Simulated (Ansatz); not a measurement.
**C₂H₈N₂Si: how energies converge with the basis set**

The task here is to estimate one member of a computed series from the others.

The runs use Ansatz 0.2.0, Gaussian basis; one geometry, several basis sets.

Plan: PBE0-D4/def2-SVP; ωB97M-V/def2-SVP; PBE0-D4/def2-QZVPP; ωB97M-V/def2-QZVPP; the functionals' def2-TZVPP values are taken from earlier runs.

### The geometry

An earlier PBE0-D4 in a triple-zeta def2 set relaxation fixed the geometry.

SMILES `C1NC[SiH2]N1`, 13 atoms, charge 0, spin multiplicity 1.

Atoms are counted from 1 here; the program's logs count them from 0.

Bond lengths: C1–N2 1.457 Å, C1–N5 1.450 Å, C1–H6 1.095 Å, C1–H7 1.106 Å, N2–C3 1.462 Å, N2–H8 1.013 Å, C3–Si4 1.885 Å, C3–H9 1.103 Å, C3–H10 1.092 Å, Si4–N5 1.722 Å, Si4–H11 1.490 Å, Si4–H12 1.491 Å, N5–H13 1.003 Å. Angles: N2–C1–N5 107.2°, N2–C1–H6 109.2°, N2–C1–H7 111.7°, N5–C1–H6 111.1°, N5–C1–H7 110.1°, H6–C1–H7 107.6°, C1–N2–C3 110.2°, C1–N2–H8 110.6°, C3–N2–H8 111.7°, N2–C3–Si4 99.7°, N2–C3–H9 114.3°, N2–C3–H10 110.5°, Si4–C3–H9 110.4°, Si4–C3–H10 113.9°, H9–C3–H10 108.0°, C3–Si4–N5 92.1°, C3–Si4–H11 113.8°, C3–Si4–H12 114.7° and more.

As a file:

```xyz
13

C    -1.1593    0.6057    0.2590
N     0.0431    0.6371    1.0810
C     0.8834   -0.5227    0.7890
Si    0.7964   -0.5138   -1.0944
N    -0.7503    0.2425   -1.0839
H    -1.6307    1.5935    0.2732
H    -1.8980   -0.1238    0.6414
H    -0.1977    0.6876    2.0636
H     0.4953   -1.4754    1.1876
H     1.8895   -0.3749    1.1865
H     0.8123   -1.8738   -1.7025
H     1.8679    0.2773   -1.7646
H    -1.1315    0.8059   -1.8212
```

The first run:

File in.yaml:

```yaml
crystal:
  periodic: [false, false, false]
  atoms:
    - {symbol: C, position_ang: [-1.159288, 0.605673, 0.259019]}
    - {symbol: N, position_ang: [0.043136, 0.637072, 1.081022]}
    - {symbol: C, position_ang: [0.883397, -0.522701, 0.788984]}
    - {symbol: Si, position_ang: [0.796383, -0.513814, -1.094442]}
    - {symbol: N, position_ang: [-0.750255, 0.242508, -1.083906]}
    - {symbol: H, position_ang: [-1.630745, 1.593532, 0.273244]}
    - {symbol: H, position_ang: [-1.897981, -0.123751, 0.641425]}
    - {symbol: H, position_ang: [-0.197657, 0.687560, 2.063623]}
    - {symbol: H, position_ang: [0.495253, -1.475360, 1.187634]}
    - {symbol: H, position_ang: [1.889457, -0.374859, 1.186450]}
    - {symbol: H, position_ang: [0.812251, -1.873764, -1.702470]}
    - {symbol: H, position_ang: [1.867857, 0.277270, -1.764641]}
    - {symbol: H, position_ang: [-1.131504, 0.805934, -1.821241]}
basis:
  gaussian: {orbitals: def2-SVP}
hamiltonian: {xc: pbe0, dispersion: d4}
output: {orbitals: {seedname: orbitals}}
```

Among the steps run: PBE0-D4 in def2-SVP; ωB97M-V in def2-SVP; PBE0-D4 in def2-QZVPP; ωB97M-V in def2-QZVPP.

One of the session's tables, all rows but one given; the rest of the session is left out.

It belongs to the step «Density functionals: the series». 

| functional | basis | HOMO (eV) | LUMO (eV) |
| --- | --- | --- | --- |
| PBE0-D4 | def2-SVP | -6.19 | 1.22 |
| PBE0-D4 | def2-TZVPP | -6.37 | 0.59 |
| PBE0-D4 | def2-QZVPP | -6.41 | 0.37 |
| ωB97M-V | def2-SVP | ? | ? |
| ωB97M-V | def2-TZVPP | -8.72 | 2.10 |
| ωB97M-V | def2-QZVPP | -8.76 | 1.60 |

Q: Estimate the row for ωB97M-V, def2-SVP from the others.

**Answer.** HOMO (eV): -8.54; LUMO (eV): 3.07. In the column «HOMO (eV)» it lies between ωB97M-V, def2-TZVPP (-8.72) and PBE0-D4, def2-QZVPP (-6.41).
